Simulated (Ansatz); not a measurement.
Crystal: BeCr3.

```xyz
4
Lattice="3.5112 0.0000 0.0000 0.0000 3.5112 0.0000 0.0000 0.0000 3.5112" Properties=species:S:1:pos:R:3 pbc="T T T"
Cr    1.7556    1.7556    0.0000
Cr    1.7556    0.0000    1.7556
Cr    0.0000    1.7556    1.7556
Be    0.0000    0.0000    0.0000
```

The cell comes from a database or a generator and needn't be the stable form of this composition.

- Program: Ansatz 0.2.0
- Task: relaxation of cell and atoms
- Functional: PBEsol
- Potentials or basis: Ansatz PAW
- Cutoff: 420 eV (not typed: the program's choice for these potentials)
- k mesh: 6 × 6 × 6
- Occupations: fermi-dirac, width 0.05 eV
- Spin: collinear spin, ferromagnetic start
- Starting moments: [3.0, 3.0, 3.0, 0.0] μB
- Hubbard terms: Cr d U = 3 eV

At the start: volume 10.82 Å³/atom.

Where does the relaxation end?

It ends after 22 steps and the volume is 14.50 Å³/atom (+34.0 %); space group P4/mmm (No. 123, to 0.05 Å); moment 3.88 μB per cell.

The path:
```tsv
step	energy change (eV)	largest force (eV/Å)	volume (Å³)
1	0.0000	0.0000	43.29
2	-0.0221	0.0000	42.37
3	-0.0235	0.0000	42.07
4	-0.0235	0.0000	42.09
5	-0.0231	0.0000	42.09
6	-1.5350	0.0000	42.09
7	-2.7753	0.0000	46.93
8	-3.4622	0.0000	52.08
9	-3.6625	0.0000	56.28
10	-3.6631	0.0000	56.19
11	-3.6634	0.0000	56.06
12	-3.8136	0.0000	56.06
13	-3.8721	0.0000	58.38
14	-3.8775	0.0000	58.58
15	-3.8840	0.0000	58.03
16	-3.8869	0.0000	58.29
17	-3.8885	0.0000	57.87
18	-3.8887	0.0000	57.94
19	-3.8919	0.0000	57.94
20	-3.8920	0.0000	58.01
21	-3.8920	0.0000	58.01
22	-3.8920	0.0000	58.01
```

Final structure:
```xyz
4
Lattice="3.2911 0.0000 0.0000 0.0000 4.1982 0.0000 0.0000 0.0000 4.1982" Properties=species:S:1:pos:R:3 pbc="T T T"
Cr    1.6455    2.0991    0.0000
Cr    1.6455    0.0000    2.0991
Cr    0.0000    2.0991    2.0991
Be    0.0000    0.0000    0.0000
```

Caveat: the magnetic or orbital state may not be the lowest; the electronic state changed during the relaxation; the volume moved by over 15 % at a fixed basis, so the end points are rough; the plane-wave basis is chosen anew once the cell has moved, so the energies of steps on either side of that aren't comparable; the PAW data sets come from PBE, with cores solved anew for the run's functional, which leaves a small shift of forces and pressure; the U is typed as a test and isn't derived for this compound; the starting moments weren't kept.
